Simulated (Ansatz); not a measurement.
# GeH5O: the cost of one run

The runs use Ansatz 0.2.0, Gaussian basis; cc-pVDZ, all electrons in the functionals, frozen cores in the correlation of double hybrids and RPA.

To be run: wB97M-V, B2PLYP, RPA-PBE, at 1.534 Å; 1.637 Å; 1.841 Å; 2.046 Å; 2.250 Å.

## 1. The system

The geometry derives from fragments relaxed apart (PBE0/def2-TZVP) and kept rigid, so it is no stationary point. A hydrogen atom is moved between rigid fragments. No spin-orbit coupling is included. The filled d shell of Ge may be among the frozen orbitals whatever the setting's name suggests; the logs give the count.

7 atoms, charge 0, spin multiplicity 2.

Atoms are counted from 1 here; the program's logs count them from 0.

Bond lengths: Ge1–H2 1.534 Å, Ge1–H3 1.534 Å, Ge1–H4 1.534 Å, Ge1–H5 1.534 Å, O6–H7 0.973 Å. Angles: H2–Ge1–H3 109.5°, H2–Ge1–H4 109.5°, H2–Ge1–H5 109.5°, H3–Ge1–H4 109.5°, H3–Ge1–H5 109.5°, H4–Ge1–H5 109.5°.

Geometry (Å):

| atom | x (Å) | y (Å) | z (Å) |
| --- | --- | --- | --- |
| Ge1 | -0.5909 | 0.0101 | 0.0000 |
| H2 | -1.1024 | 1.4567 | 0.0000 |
| H3 | -1.1024 | -0.7132 | 1.2528 |
| H4 | -1.1024 | -0.7132 | -1.2528 |
| H5 | 0.9434 | 0.0101 | 0.0000 |
| O6 | 2.6491 | 0.0101 | 0.0000 |
| H7 | 2.9009 | -0.9298 | 0.0000 |

No dispersion term is added; wB97M-V holds VV10 nonlocal correlation.

The geometry shown and the zero of energy belong to the point 1.534 Å. The yardstick, UCCSDT(Q), and other wave-function levels (R restricted, U unrestricted, valence and pair active spaces) come from earlier runs.

## 2. wB97M-V, 1.534 Å

File in.yaml:

```yaml
crystal:
  periodic: [false, false, false]
  atoms:
    - {symbol: Ge, position_ang: [-0.590928, 0.010113, 0.000000]}
    - {symbol: H, position_ang: [-1.102378, 1.456713, 0.000001]}
    - {symbol: H, position_ang: [-1.102378, -0.713187, 1.252791]}
    - {symbol: H, position_ang: [-1.102378, -0.713186, -1.252792]}
    - {symbol: H, position_ang: [0.943421, 0.010113, 0.000000]}
    - {symbol: O, position_ang: [2.649072, 0.010113, 0.000000]}
    - {symbol: H, position_ang: [2.900930, -0.929837, -0.000001]}
basis:
  gaussian: {orbitals: cc-pVDZ}
magnetization: {spin_polarized: true, initial_magnetization: 1}
hamiltonian: {xc: {name: wB97M-V}}
output: {forces: true, orbitals: {seedname: orbitals}}
```

Run with:

```
$ ansatz run in.yaml --threads 1 --pin off --events-out ev --progress --plain --max-ram 4096MiB --backend cpu
```

What time and memory should one allow on 1 thread of AMD EPYC 7R13, shared host?

About 14 s, with a peak of 0.31 GiB.
